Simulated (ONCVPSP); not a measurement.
# Ga: generating and testing an ONCV potential

Do these settings give a usable potential? It is generated, then checked for transferability, scattering, ghosts and hardness.

The numbers are computed with ONCVPSP 4.0.1 (LDA (Perdew-Zunger), scalar-relativistic, spin-unpolarised reference atom).

## (1) Settings

Typed settings, in words:

```json
{"element": "gallium (Ga, Z = 31)", "type": "optimised norm-conserving Vanderbilt (ONCV)", "frozen core": "[Ar] 3d10", "valence charge": "3", "reference configuration": "4s2 (charge +1)", "partial waves": "4s: rc 2.00 bohr, ncon 4, nbas 8, qcut 2.6 1/bohr, 2 projectors, debl 0.8 Ha; p scattering state at 0.4 Ha: rc 1.55 bohr, ncon 4, nbas 9, qcut 5.1 1/bohr, 1 projector", "local potential": "polynomial inside 1.00 bohr (lpopt 5, dvloc0 -1 Ha)", "core correction": "Teter function, fcfact 3.25, rcfact 1.55"}
```

An earlier all-electron run gives the scale for the radii.

All-electron outer shells of the reference configuration (LDA (Perdew-Zunger), scalar-relativistic, ld1.x):

| shell | level (eV) | outermost node (bohr) | outermost maximum (bohr) |
| --- | --- | --- | --- |
| 3d | -27.75 | – | 0.53 |
| 4s | -16.66 | 0.81 | 1.85 |
| 4p | -9.30 | 0.87 | 2.29 |

## (2) Generating the potential

File Ga.dat:

```
# ATOM AND REFERENCE CONFIGURATION
# atsym  z   nc   nv     iexc    psfile
  Ga 31.00    6    1        3      upf
#
#   n    l    f
    1    0    2.00
    2    0    2.00
    2    1    6.00
    3    0    2.00
    3    1    6.00
    3    2   10.00
    4    0    2.00
#
# PSEUDOPOTENTIAL AND OPTIMIZATION
# lmax
    1
#
#   l,   rc,      ep,       ncon, nbas, qcut
    0    2.00    0.00    4    8    2.60
    1    1.55    0.40    4    9    5.10
#
# LOCAL POTENTIAL
# lloc, lpopt,  rc(5),   dvloc0
    4    5    1.00   -1.00
#
# VANDERBILT-KLEINMAN-BYLANDER PROJECTORs
# l, nproj, debl
    0    2    0.80
    1    1    0.40
#
# MODEL CORE CHARGE
# icmod, fcfact, rcfact
    3    3.25    1.55
#
# LOG DERIVATIVE ANALYSIS
# epsh1, epsh2, depsh
   -2.00    5.00    0.02
#
# OUTPUT GRID
# rlmax, drl
    6.00    0.01
#
# TEST CONFIGURATIONS
# ncnf
    4
# nvcnf
#   n    l    f
    2
    4    0    2.00
    4    1    1.00
#
    1
    4    0    1.00
#
    2
    4    0    2.00
    4    1    0.50
#
    2
    4    0    1.00
    4    1    1.00
#
```

The run is started by

```bash
$ oncvpsp.x < Ga.dat > Ga.out
```

Before running it: what results should come out? Wanted: cutoffs for 1 and 0.1 mHa per electron, occupied waves; bound ghosts; GHOST(+) flags; largest test error; largest phase difference near zero energy, channels read; rms error of d²Exc/dn², without and with the model core; projector energies reset by the program.

As calculated:

| quantity | value |
| --- | --- |
| cutoffs for 1 and 0.1 mHa per electron, occupied waves | 34 Ha and 43 Ha |
| bound ghosts | s at -34.80 eV, p at -7.86 eV |
| GHOST(+) flags | p at 28 eV |
| largest test error (AE − PS) | -120 meV, for 4s1 (3 tests unsolved) |
| largest phase difference near zero energy, channels read | 3.118 rad |
| rms error of d²Exc/dn², without and with the model core | 20.72 and 1.93 mHa |
| projector energies reset by the program | p: 0.050 Ha |

What this shows: It has a bound ghost (s, p), a state that the atom doesn't have, and that rules the file out. The worst unpolarised test, 4s1, is off by 120 meV on 21.5 eV; by total energies transferability rates as poor. Of the tests 3 gave no usable energy difference, which is a warning in itself. The potential is of middling hardness: the looser tolerance needs 34 Ha. Near zero energy the largest phase difference among the channels read is 3.12 rad, in the p channel. A step near π is an extra or missing state, not a misfit of shape. The pseudo curves have poles with no partner nearby in the atom's: s at -1.27 Ha, p at -0.29 Ha. The program also flags highly localised states, GHOST(+) (p).
